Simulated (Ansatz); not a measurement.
**CH5ClOSSi: up Jacob's ladder to CCSD(T)**

An exercise on one series of results from a longer session: the logs are not shown, and one member is left open.

Program: Ansatz 0.2.0, Gaussian basis. Level of theory: functionals in def2-TZVPP, the program's frozen cores in correlated methods. These are calculated values, not measurements.

Levels to be run: PBE-D4, r2SCAN-D4, PBE0-D4, B3LYP-D4, ωB97X-V, ωB97M-V, B2PLYP; CCSD(T)/def2-TZVPP; MP2/def2-QZVPP; extrapolation to the limit.

## Structure used throughout

The geometry comes from an earlier relaxation with PBE0-D4 in a triple-zeta def2 set; it is a stationary point, not always the lowest conformer.

SMILES `C[Si](O)(S)Cl`, 10 atoms, charge 0, spin multiplicity 1.

Atoms are counted from 1 here; the program's logs count them from 0.

Bond lengths: C1–Si2 1.844 Å, C1–H6 1.092 Å, C1–H7 1.091 Å, C1–H8 1.092 Å, Si2–O3 1.634 Å, Si2–S4 2.132 Å, Si2–Cl5 2.058 Å, O3–H9 0.959 Å, S4–H10 1.345 Å. Angles: Si2–C1–H6 109.9°, Si2–C1–H7 110.5°, Si2–C1–H8 110.3°, H6–C1–H7 108.9°, H6–C1–H8 108.5°, H7–C1–H8 108.7°, C1–Si2–O3 106.6°, C1–Si2–S4 114.7°, C1–Si2–Cl5 110.2°, O3–Si2–S4 111.8°, O3–Si2–Cl5 110.7°, S4–Si2–Cl5 102.8°, Si2–O3–H9 117.2°, Si2–S4–H10 93.2°.

Geometry (Å):

```
C    -1.2696    0.5735   -0.0015
Si    0.5249    0.1502   -0.0180
O     0.8233   -0.5678   -1.4552
S     1.1697   -1.0533    1.6191
Cl    1.6589    1.8544    0.1944
H    -1.5088    1.2148   -0.8528
H    -1.5295    1.0965    0.9198
H    -1.8736   -0.3342   -0.0717
H     1.7106   -0.9017   -1.6028
H     0.3772   -2.0835    1.2714
```

Set-up of the first run:

in.yaml

```yaml
crystal:
  periodic: [false, false, false]
  atoms:
    - {symbol: C, position_ang: [-1.269650, 0.573477, -0.001495]}
    - {symbol: Si, position_ang: [0.524871, 0.150203, -0.017963]}
    - {symbol: O, position_ang: [0.823338, -0.567811, -1.455210]}
    - {symbol: S, position_ang: [1.169727, -1.053261, 1.619147]}
    - {symbol: Cl, position_ang: [1.658874, 1.854364, 0.194434]}
    - {symbol: H, position_ang: [-1.508770, 1.214814, -0.852760]}
    - {symbol: H, position_ang: [-1.529525, 1.096544, 0.919794]}
    - {symbol: H, position_ang: [-1.873600, -0.334157, -0.071682]}
    - {symbol: H, position_ang: [1.710621, -0.901719, -1.602759]}
    - {symbol: H, position_ang: [0.377214, -2.083455, 1.271394]}
basis:
  gaussian: {orbitals: def2-TZVPP}
hamiltonian: {xc: pbe, dispersion: d4}
output: {forces: true, orbitals: {seedname: orbitals}}
```

Command:

```console
$ ansatz run in.yaml --threads 4 --pin off --events-out ev --progress --plain --max-ram 10444MiB
```

Steps of the session up to this table: PBE-D4 (GGA); r2SCAN-D4 (meta-GGA); PBE0-D4 (hybrid); B3LYP-D4 (hybrid); ωB97X-V (range-separated); ωB97M-V (range-separated); B2PLYP (double hybrid); CCSD(T) in def2-TZVPP; MP2 in def2-QZVPP.

One table of the session follows, with a row left open; its other results are not shown here.

| method | atomisation energy (kcal/mol) |
| --- | --- |
| PBE-D4 | ? |
| r2SCAN-D4 | 878.8 |
| PBE0-D4 | 872.6 |
| B3LYP-D4 | 868.6 |
| ωB97X-V | 878.3 |
| ωB97M-V | 880.0 |
| B2PLYP | 860.6 |
| HF/def2-TZVPP | 640.2 |
| MP2/def2-TZVPP | 868.6 |
| CCSD/def2-TZVPP | 837.1 |
| CCSD(T)/def2-TZVPP | 850.6 |
| MP2/CBS | 895.2 |
| CCSD(T)/CBS | 877.2 |

**Question.** Estimate the row for PBE-D4.

**Answer.** atomisation energy (kcal/mol): 885.1. In the column «atomisation energy (kcal/mol)» it lies between ωB97M-V (880.0) and MP2/CBS (895.2).

To keep in mind: Free atoms (1 C, 1 Si, 1 O, 1 S, 1 Cl, 5 H) were run apart at each level; the atomisation energy is their sum less the molecule, without zero-point or spin-orbit terms.
